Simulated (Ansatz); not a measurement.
**CH2ClNSe: basis-set convergence**

The task here is to estimate one member of a computed series from the others.

Program: Ansatz 0.2.0, Gaussian basis. Level of theory: one geometry, several basis sets. These are calculated values, not measurements.

The runs, in order: PBE0-D4/def2-SVP; ωB97M-V/def2-SVP; PBE0-D4/def2-QZVPP; ωB97M-V/def2-QZVPP; the functionals' def2-TZVPP values are taken from earlier runs.

## Structure used throughout

The geometry comes from an earlier relaxation with PBE0-D4 in a triple-zeta def2 set; it is a stationary point.

SMILES `NC(Cl)=[Se]`, 6 atoms, charge 0, spin multiplicity 1.

Atoms are counted from 1 here; the program's logs count them from 0.

Bond lengths: N1–C2 1.331 Å, N1–H5 1.006 Å, N1–H6 1.006 Å, C2–Cl3 1.738 Å, C2–Se4 1.777 Å. Angles: C2–N1–H5 121.6°, C2–N1–H6 118.3°, H5–N1–H6 120.1°, N1–C2–Cl3 111.3°, N1–C2–Se4 125.7°, Cl3–C2–Se4 123.1°.

The first run:

in.yaml

```yaml
crystal:
  periodic: [false, false, false]
  atoms:
    - {symbol: N, position_ang: [-0.535977, 0.516841, 0.164156]}
    - {symbol: C, position_ang: [0.388859, -0.379527, -0.171446]}
    - {symbol: Cl, position_ang: [1.079339, -1.129194, 1.235920]}
    - {symbol: Se, position_ang: [0.883729, -0.787439, -1.828741]}
    - {symbol: H, position_ang: [-0.767976, 0.699135, 1.126022]}
    - {symbol: H, position_ang: [-1.005773, 1.016183, -0.572210]}
basis:
  gaussian: {orbitals: def2-SVP}
hamiltonian: {xc: pbe0, dispersion: d4}
output: {orbitals: {seedname: orbitals}}
```

Command:

```console
$ ansatz run in.yaml --threads 2 --pin off --events-out ev --progress --plain --max-ram 4352MiB
```

Steps of the session up to this table: PBE0-D4 in def2-SVP; ωB97M-V in def2-SVP; PBE0-D4 in def2-QZVPP; ωB97M-V in def2-QZVPP.

One of the session's tables, all rows but one given; the rest of the session is left out.

It belongs to the step «Functionals by basis». 

| functional | basis | HOMO (eV) |
| --- | --- | --- |
| PBE0-D4 | def2-SVP | -6.09 |
| PBE0-D4 | def2-TZVPP | -6.29 |
| PBE0-D4 | def2-QZVPP | -6.33 |
| ωB97M-V | def2-SVP | ? |
| ωB97M-V | def2-TZVPP | -8.40 |
| ωB97M-V | def2-QZVPP | -8.44 |

Estimate the missing values for ωB97M-V, def2-SVP.

As computed: HOMO (eV): -8.17. In the column «HOMO (eV)» it lies between ωB97M-V, def2-TZVPP (-8.40) and PBE0-D4, def2-QZVPP (-6.33).
